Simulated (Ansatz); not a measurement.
**BH₇OSi₂: small, medium and large basis sets**

One table from this session's results is given with a row withheld; the runs are named, their logs left out.

Program: Ansatz 0.2.0, Gaussian basis. Level of theory: one geometry, several basis sets. These are calculated values, not measurements.

Plan: PBE0-D4/def2-SVP; ωB97M-V/def2-SVP; PBE0-D4/def2-QZVPP; ωB97M-V/def2-QZVPP; the functionals' def2-TZVPP values are taken from earlier runs.

1 further run of the same task is left out (it didn't finish).

### Structure used throughout

All runs share one geometry, relaxed beforehand with PBE0-D4 in a triple-zeta def2 set.

SMILES `O[SiH2]B[SiH3]`, 11 atoms, charge 0, spin multiplicity 1.

Atoms are counted from 1 here; the program's logs count them from 0.

Bond lengths: O1–Si2 1.654 Å, O1–H5 0.958 Å, Si2–B3 2.001 Å, Si2–H6 1.486 Å, Si2–H7 1.500 Å, B3–Si4 2.005 Å, B3–H8 1.198 Å, Si4–H9 1.492 Å, Si4–H10 1.488 Å, Si4–H11 1.495 Å. Angles: Si2–O1–H5 117.2°, O1–Si2–B3 115.1°, O1–Si2–H6 105.0°, O1–Si2–H7 111.3°, B3–Si2–H6 113.0°, B3–Si2–H7 104.3°, H6–Si2–H7 108.0°, Si2–B3–Si4 123.0°, Si2–B3–H8 118.1°, Si4–B3–H8 118.9°, B3–Si4–H9 112.8°, B3–Si4–H10 115.0°, B3–Si4–H11 104.9°, H9–Si4–H10 108.1°, H9–Si4–H11 107.1°, H10–Si4–H11 108.4°.

The first run:

in.yaml

```yaml
crystal:
  periodic: [false, false, false]
  atoms:
    - {symbol: O, position_ang: [-1.645298, 1.489734, 0.288148]}
    - {symbol: Si, position_ang: [-0.375621, 1.034304, 1.245784]}
    - {symbol: B, position_ang: [0.703827, -0.500334, 0.550321]}
    - {symbol: Si, position_ang: [0.509301, -1.219356, -1.311708]}
    - {symbol: H, position_ang: [-1.482530, 1.556126, -0.653892]}
    - {symbol: H, position_ang: [-0.975937, 0.764814, 2.577683]}
    - {symbol: H, position_ang: [0.617786, 2.147609, 1.400592]}
    - {symbol: H, position_ang: [1.498799, -1.010770, 1.287030]}
    - {symbol: H, position_ang: [-0.077232, -0.225829, -2.257542]}
    - {symbol: H, position_ang: [1.761423, -1.750422, -1.915045]}
    - {symbol: H, position_ang: [-0.469117, -2.342876, -1.190671]}
basis:
  gaussian: {orbitals: def2-SVP}
hamiltonian: {xc: pbe0, dispersion: d4}
output: {orbitals: {seedname: orbitals}}
```

Started as:

```console
> ansatz run in.yaml --threads 2 --pin off --events-out ev --progress --plain --max-ram 4352MiB
```

Steps of the session up to this table: PBE0-D4 in def2-SVP; ωB97M-V in def2-SVP; PBE0-D4 in def2-QZVPP; ωB97M-V in def2-QZVPP.

One table of the session follows, with a row left open; its other results are not shown here.

It belongs to the step «Functionals by basis». 

```
functional       basis  HOMO (eV)  LUMO (eV)
   PBE0-D4    def2-SVP      -7.71      -2.87
   PBE0-D4  def2-TZVPP      -7.75      -2.90
   PBE0-D4  def2-QZVPP      -7.76      -2.91
   ωB97M-V    def2-SVP      -9.82      -0.82
   ωB97M-V  def2-TZVPP          ?          ?
   ωB97M-V  def2-QZVPP      -9.89      -0.95
```

Estimate the missing values for ωB97M-V, def2-TZVPP.

The run gave: HOMO (eV): -9.88; LUMO (eV): -0.92. In the column «HOMO (eV)» it lies between ωB97M-V, def2-QZVPP (-9.89) and ωB97M-V, def2-SVP (-9.82).
